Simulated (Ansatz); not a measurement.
# C3H7NSi: small, medium and large basis sets

Aim: see how fast density functionals converge with the basis set for C3H7NSi.

Method: one geometry, several basis sets; program: Ansatz 0.2.0, Gaussian basis.

Plan: PBE0-D4/def2-SVP; ωB97M-V/def2-SVP; PBE0-D4/def2-QZVPP; ωB97M-V/def2-QZVPP; the functionals' def2-TZVPP values are taken from earlier runs.

## Step 1: Structure used throughout

The geometry comes from an earlier relaxation with PBE0-D4 in a triple-zeta def2 set; it is a stationary point, not always the lowest conformer.

SMILES `C[SiH2]C1C=N1`, 12 atoms, charge 0, spin multiplicity 1.

Atoms are counted from 1 here; the program's logs count them from 0.

Bond lengths: C1–Si2 1.868 Å, C1–H6 1.092 Å, C1–H7 1.093 Å, C1–H8 1.092 Å, Si2–C3 1.871 Å, Si2–H9 1.491 Å, Si2–H10 1.490 Å, C3–C4 1.453 Å, C3–N5 1.565 Å, C3–H11 1.091 Å, C4–N5 1.241 Å, C4–H12 1.083 Å. Angles: Si2–C1–H6 111.1°, Si2–C1–H7 110.8°, Si2–C1–H8 110.2°, H6–C1–H7 108.1°, H6–C1–H8 108.4°, H7–C1–H8 108.1°, C1–Si2–C3 111.1°, C1–Si2–H9 110.1°, C1–Si2–H10 110.6°, C3–Si2–H9 108.6°, C3–Si2–H10 107.8°, H9–Si2–H10 108.5°, Si2–C3–C4 123.5°, Si2–C3–N5 117.7°, Si2–C3–H11 117.8°, C4–C3–N5 48.4°, C4–C3–H11 116.4°, N5–C3–H11 113.2° and more.

As a file:

```xyz
12
charge 0, multiplicity 1
C    -1.1874    1.4338    0.4931
Si    0.3522    0.3934    0.6843
C     0.2124   -1.2009   -0.2841
C     1.1953   -1.6348   -1.2621
N     0.2360   -1.1066   -1.8462
H    -1.0973    2.3747    1.0409
H    -2.0637    0.9027    0.8724
H    -1.3599    1.6636   -0.5607
H     0.5715    0.0603    2.1215
H     1.5463    1.1287    0.1811
H    -0.4705   -1.9653    0.0909
H     2.1423   -2.1047   -1.4970
```

## Step 2: PBE0-D4 in def2-SVP

in.yaml

```yaml
crystal:
  periodic: [false, false, false]
  atoms:
    - {symbol: C, position_ang: [-1.187435, 1.433848, 0.493105]}
    - {symbol: Si, position_ang: [0.352221, 0.393442, 0.684320]}
    - {symbol: C, position_ang: [0.212360, -1.200905, -0.284074]}
    - {symbol: C, position_ang: [1.195261, -1.634848, -1.262052]}
    - {symbol: N, position_ang: [0.236022, -1.106567, -1.846174]}
    - {symbol: H, position_ang: [-1.097267, 2.374652, 1.040873]}
    - {symbol: H, position_ang: [-2.063710, 0.902652, 0.872374]}
    - {symbol: H, position_ang: [-1.359943, 1.663611, -0.560749]}
    - {symbol: H, position_ang: [0.571499, 0.060338, 2.121496]}
    - {symbol: H, position_ang: [1.546260, 1.128678, 0.181053]}
    - {symbol: H, position_ang: [-0.470505, -1.965303, 0.090945]}
    - {symbol: H, position_ang: [2.142338, -2.104699, -1.497016]}
basis:
  gaussian: {orbitals: def2-SVP}
hamiltonian: {xc: pbe0, dispersion: d4}
output: {orbitals: {seedname: orbitals}}
```

The runs that follow: ωB97M-V in def2-SVP; PBE0-D4 in def2-QZVPP; ωB97M-V in def2-QZVPP.

Q: Predict the results of all the runs planned. Wanted: PBE0-D4: double and triple zeta above quadruple; ωB97M-V: double and triple zeta above quadruple.

The runs gave:

| quantity | value |
| --- | --- |
| PBE0-D4: double and triple zeta above quadruple | 8.54, 0.53 eV |
| ωB97M-V: double and triple zeta above quadruple | 8.79, 0.50 eV |

PBE0-D4 gains 8.01 eV from double to triple zeta, then 0.53 eV more. These are total energies; as a rule much of such shifts cancels in differences, which this series doesn't test. The LUMO of ωB97M-V is positive and keeps falling with the basis (1.90 to 1.33 eV): an unbound level that the basis holds in place.
